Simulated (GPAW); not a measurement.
A run of GPAW 26.7.0 is set up as follows.

File run.py:

```python
from ase import Atoms
from ase.eos import EquationOfState
from ase.io import Trajectory
from ase.units import GPa
from gpaw import GPAW, PW

atoms = Atoms(['Cd', 'Cd', 'S'],
              cell=[[3.962670049, 0.0, 0.0],
                    [-1.9813350245, 3.4317729293, 0.0],
                    [0.0, 0.0, 5.809192]],
              scaled_positions=[[0.3333333333, 0.6666666667, 0.932717],
                                [0.6666666667, 0.3333333333, 0.578735],
                                [0.3333333333, 0.6666666667, 0.365705]],
              pbc=True)

traj = Trajectory('eos.traj', 'w')
volumes, energies = [], []
for x in [0.94, 0.96, 0.98, 1.0, 1.02, 1.04, 1.06]:
    a = atoms.copy()
    a.set_cell(atoms.cell * x**(1 / 3), scale_atoms=True)
    calc = GPAW(mode=PW(600),
                xc='LDA',
                kpts={'size': (6, 6, 4), 'gamma': True},
                occupations={'name': 'fermi-dirac', 'width': 0.05},
                nbands=26,
                convergence={'density': 1e-05, 'energy': 1e-05},
                maxiter=150,
                txt=f'eos-{x:.2f}.txt')
    a.calc = calc
    energies.append(a.get_potential_energy(force_consistent=True))
    volumes.append(a.get_volume())
    p = -a.get_stress()[:3].mean() / GPa
    calc.write(f'eos-{x:.2f}.gpw')
    traj.write(a)
    print(f'{x:.2f} {volumes[-1]:10.4f} A^3 {energies[-1]:14.6f} eV {p:9.3f} GPa', flush=True)

v0, e0, B = EquationOfState(volumes, energies, eos='birchmurnaghan').fit()
print(f'V0 = {v0:.4f} A^3, E0 = {e0:.6f} eV, B0 = {B / GPa:.2f} GPa')
```

Potentials or basis: the program's PAW data sets (release 1.2.1) made for this functional, pw.

Run with:

```console
$ OMP_NUM_THREADS=1 python run.py
```

Predict the equilibrium volume.

23.48 Å³/atom (rough: see the caveat).

Estimate the bulk modulus at fixed shape and positions.

60 GPa (rough).

Energy against volume, from the lowest point:
```tsv
volume (Å³/atom)	energy (meV/atom)
24.753	0.00
25.280	10.66
25.806	24.11
26.333	39.99
26.860	58.02
27.386	77.91
27.913	99.40
```

Caveat: the minimum lies outside the volumes run; the cell was scaled at fixed shape and fractional positions, which overstates the stiffness of a crystal with free parameters, most of all of layers and chains.
